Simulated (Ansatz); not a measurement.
Consider the interaction energy of a dimer with the counterpoise correction of FH₂ISi, SMILES F[SiH2]I (the Ansatz DFT code, driven from Python).

Script `dimer_fh2isi.py`:
```python
import ansatz

BASIS_SET = "def2-SVPD"
METHOD = "MP2"

FIRST = [
    ("F", (-0.4262, -0.2476, 1.5875)),
    ("Si", (0.0943, -0.1193, 0.0802)),
    ("I", (-1.2732, 1.481, -1.2151)),
    ("H", (0.0919, -1.4459, -0.5571)),
    ("H", (1.513, 0.3316, 0.1046)),
]
SECOND = [
    ("F", (0.6224, 1.9227, -3.2047)),
    ("Si", (0.0903, 0.6998, -4.0884)),
    ("I", (1.9218, -0.3512, -5.3729)),
    ("H", (-0.9775, 1.168, -4.9864)),
    ("H", (-0.5334, -0.3042, -3.183)),
]

def energy(atoms, ghosts=()):
    molecule = ansatz.Crystal.molecule()
    for symbol, xyz in atoms:
        molecule = molecule.atom(symbol, xyz)
    calc = (
        molecule.calculation()
        .basis(gaussian=BASIS_SET)
        .correlation(METHOD)
    )
    deck = calc.input()
    if ghosts:
        deck = deck.set(ansatz.key.basis.gaussian.ghost_atoms, [{"symbol": s, "position_ang": list(xyz)} for s, xyz in ghosts])
    return ansatz.Session.from_dict(deck).plan().execute().report["free_energy_ev"]

both = energy(FIRST + SECOND)
alone = energy(FIRST) + energy(SECOND)
ghosted = energy(FIRST, SECOND) + energy(SECOND, FIRST)
print(f"dimer {both:.6f} eV")
print(f"interaction, uncorrected   {23.060548 * (both - alone):8.3f} kcal/mol")
print(f"interaction, counterpoise  {23.060548 * (both - ghosted):8.3f} kcal/mol")
print(f"basis-set superposition    {23.060548 * (alone - ghosted):8.3f} kcal/mol")
```

How large is the interaction at this pose, and how much of it is basis-set superposition?

Uncorrected it is 9.801 kcal/mol, with the counterpoise correction 14.315 kcal/mol; the difference, 4.51 kcal/mol, is the superposition error. In this basis both values are repulsive.

The run itself:

Output of `python dimer_fh2isi.py`:
```text
dimer -37363.030818 eV
interaction, uncorrected      9.801 kcal/mol
interaction, counterpoise    14.315 kcal/mol
basis-set superposition       4.514 kcal/mol
```

Reading the output:
- Total energies depend on the basis set; only differences at equal settings carry meaning.
- The dimer is a generated trial pose of unrelaxed monomers, not a minimum, so the figure is no binding energy, and the basis set is small.
- def2 sets replace the cores of elements past krypton by effective core potentials.
- Timing: 30 s on 1 thread of Arm Neoverse V2, with other jobs on the host, peak memory 0.7 GiB.
